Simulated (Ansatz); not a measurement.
**CH5SSn radical: small, medium and large basis sets**

The task here is to estimate one member of a computed series from the others.

Computed with Ansatz 0.2.0, Gaussian basis. Level: one geometry, several basis sets.

Plan: PBE0-D4/def2-SVP; ωB97M-V/def2-SVP; PBE0-D4/def2-QZVPP; ωB97M-V/def2-QZVPP; the functionals' def2-TZVPP values are taken from earlier runs.

### The geometry

All runs share one geometry, relaxed beforehand with PBE0-D4 in a triple-zeta def2 set. Sn takes the def2 core potential; no spin-orbit term is included.

SMILES `[CH3][SnH][SH]`, 8 atoms, charge 0, spin multiplicity 2.

Atoms are counted from 1 here; the program's logs count them from 0.

Bond lengths: C1–Sn2 2.163 Å, C1–H4 1.089 Å, C1–H5 1.091 Å, C1–H6 1.090 Å, Sn2–S3 2.422 Å, Sn2–H7 1.730 Å, S3–H8 1.343 Å. Angles: Sn2–C1–H4 109.9°, Sn2–C1–H5 107.7°, Sn2–C1–H6 109.6°, H4–C1–H5 109.9°, H4–C1–H6 109.7°, H5–C1–H6 110.0°, C1–Sn2–S3 107.5°, C1–Sn2–H7 110.4°, S3–Sn2–H7 102.4°, Sn2–S3–H8 93.7°.

Set-up of the first run:

File in.yaml:

```yaml
crystal:
  periodic: [false, false, false]
  atoms:
    - {symbol: C, position_ang: [-0.719276, 0.879890, -0.461587]}
    - {symbol: Sn, position_ang: [1.192822, -0.087183, -0.164169]}
    - {symbol: S, position_ang: [0.858427, -1.894172, 1.413768]}
    - {symbol: H, position_ang: [-1.045325, 1.349667, 0.465221]}
    - {symbol: H, position_ang: [-1.435807, 0.113499, -0.760904]}
    - {symbol: H, position_ang: [-0.629773, 1.633323, -1.244039]}
    - {symbol: H, position_ang: [1.671737, -0.930301, -1.596880]}
    - {symbol: H, position_ang: [0.199295, -1.121825, 2.292790]}
basis:
  gaussian: {orbitals: def2-SVP}
magnetization: {spin_polarized: true, initial_magnetization: 1}
hamiltonian: {xc: pbe0, dispersion: d4}
output: {orbitals: {seedname: orbitals}}
```

Steps of the session up to this table: PBE0-D4 in def2-SVP; ωB97M-V in def2-SVP; PBE0-D4 in def2-QZVPP; ωB97M-V in def2-QZVPP.

One table of the session follows, with a row left open; its other results are not shown here.

| functional | basis | HOMO (eV) | LUMO (eV) |
| --- | --- | --- | --- |
| PBE0-D4 | def2-SVP | -5.72 | -2.98 |
| PBE0-D4 | def2-TZVPP | -5.82 | -3.07 |
| PBE0-D4 | def2-QZVPP | -5.85 | -3.09 |
| ωB97M-V | def2-SVP | -7.66 | -1.23 |
| ωB97M-V | def2-TZVPP | ? | ? |
| ωB97M-V | def2-QZVPP | -7.82 | -1.44 |

Estimate the missing values for ωB97M-V, def2-TZVPP.

As computed: HOMO (eV): -7.80; LUMO (eV): -1.39. In the column «HOMO (eV)» it lies between ωB97M-V, def2-QZVPP (-7.82) and ωB97M-V, def2-SVP (-7.66).
